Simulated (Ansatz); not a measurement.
# SnBi3: from the listed structure to its properties

One table from this session's results is given with a row withheld; the runs are named, their logs left out.

Method: DFT PBEsol, scalar-relativistic, plane waves, PAW, in Ansatz 0.2.0.

### The starting structure

It takes space group Fm-3m (No. 225, cubic). Conventional cell: a = 7.905 Å, b = 7.905 Å, c = 7.905 Å, α = 90.00°, β = 90.00°, γ = 90.00°. Around Sn (site symmetry m-3m) lie 8 Bi at 3.42 Å. Bi (site symmetry -43m) is surrounded by 4 Sn at 3.42 Å and 4 Bi at 3.42 Å. Bi (site symmetry m-3m) is surrounded by 8 Bi at 3.42 Å.

As a file:

```
Sn Bi
1.0
     0.00000    3.95249    3.95249
     3.95249    0.00000    3.95249
     3.95249    3.95249    0.00000
Sn Bi
1 3
Direct
  0.00000 0.00000 0.00000
  0.25000 0.25000 0.25000
  0.75000 0.75000 0.75000
  0.50000 0.50000 0.50000
```

Source of the structure: the Materials Project (structure only).

The first run:

(A quick probe on a coarse mesh, which set the mesh and smearing, is not shown.)

input.yaml reads:

```yaml
crystal:
  lattice:
    - [0.0, 3.952493, 3.952493]
    - [3.952493, 0.0, 3.952493]
    - [3.952493, 3.952493, 0.0]
  atoms:
    - { symbol: Sn, position: [0.0, 0.0, 0.0] }
    - { symbol: Bi, position: [0.25, 0.25, 0.25] }
    - { symbol: Bi, position: [0.75, 0.75, 0.75] }
    - { symbol: Bi, position: [0.5, 0.5, 0.5] }
basis:
  ecutwfc: 420
kpoints:
  mp_grid: { grid: [10, 10, 10] }
hamiltonian:
  xc: pbesol
scf:
  occupations: { method: gaussian, width: 0.1 }
output:
  forces: true
  stress: true
  eigenvalues: true
  write_density: true
  write_potential: true
  elf: true
  volumetric_format: npy
relax:
  adjacent_minimum: "off"
  f_tol: 0.005
  max_steps: 80
  cell: { stress_tol: 0.05 }
```

Launch:

```sh
ansatz run input.yaml --threads 1 --pin off --max-ram 2560MiB --backend cpu --events-out ev --progress --plain --runs-dir out
```

Among the steps run: The relaxation; Electronic structure at the relaxed geometry; The cell as listed, for comparison; Point at V/V0 = 0.97; Volume × 1.03; Volume × 0.94; The cell scaled to 1.06 of its volume; The cell scaled to 0.91 of its volume; Point at V/V0 = 1.10; The cell scaled to 0.88 of its volume.

One table of the session follows, with a row left open; its other results are not shown here.

It belongs to the step «Fit of the equation of state». 

```
volume (Å³/atom)  energy above the lowest point (meV/atom)  pressure (GPa)
          25.690                                      94.6            9.86
          26.566                                      49.8            6.71
          27.441                                      20.7            4.07
          28.317                                       4.8            1.85
          29.193                                       0.0            0.00
          30.069                                       4.4           -1.56
          30.945                                         ?               ?
          32.112                                      43.0           -4.34
```

**Question.** Estimate the row for volume (Å³/atom) = 30.945.

Worked estimate for «energy above the lowest point (meV/atom)». A straight line through the neighbours (30.069, 4.4) and (32.112, 43.0) gives 4.4 + (43.0 − 4.4) × (30.945 − 30.069) / (32.112 − 30.069) = 21.0; a parabola fitted to 3 rows on both sides gives 16.1.

As computed: energy above the lowest point (meV/atom): 16.6; pressure (GPa): -2.88. In «energy above the lowest point (meV/atom)» the line misses by +4.4 and the parabola by -0.5.
